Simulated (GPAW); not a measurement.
Runs of GPAW 26.7.0 on GeW. The structure is cubic, space group Fm-3m (No. 225). Conventional cell: a = 5.155 Å, b = 5.155 Å, c = 5.155 Å, α = 90.00°, β = 90.00°, γ = 90.00°. Around Ge (site symmetry m-3m) lie 6 W at 2.58 Å. W (site symmetry m-3m) is surrounded by 6 Ge at 2.58 Å. The cell was built by a generator and needn't be a form met in nature.

```csv
level,potentials or basis,gap on the mesh (eV),pressure (GPa),relaxed volume (Å³/atom)
r2SCAN,"GPAW PAW data sets (gpaw-data 1.2.1), pw",none,0.0,16.85
PBEsol,"PAW data sets generated in the run's folder for this functional, pw",none,0.1,16.60
PW91,"PAW data sets generated in the run's folder for this functional, pw",none,0.0,17.18
RPBE,"the program's PAW data sets (release 1.2.1) made for this functional, pw",none,0.0,(b)
LDA,"the program's PAW data sets (release 1.2.1) made for this functional, pw",none,0.0,(a)
```

Alike in all rows: task relaxation of cell and atoms; no spin polarisation; cell relaxed; k mesh 8 × 8 × 8; cutoff (eV) 600; smearing fermi-dirac 0.05 eV.

**Question.** Fill in the values left out.

**Answer.** (a) 16.24; (b) 17.46.

Caveats: later steps reuse the first step's grids; the PAW data sets were made with another functional, which shifts forces and pressure a little (some runs).

A k mesh can miss the band edges, and the runs leave out spin-orbit coupling on Ge, W.

A gap of «none» marks a metal or a gap under the smearing width.

Runs at the PBE level aren't shown here.
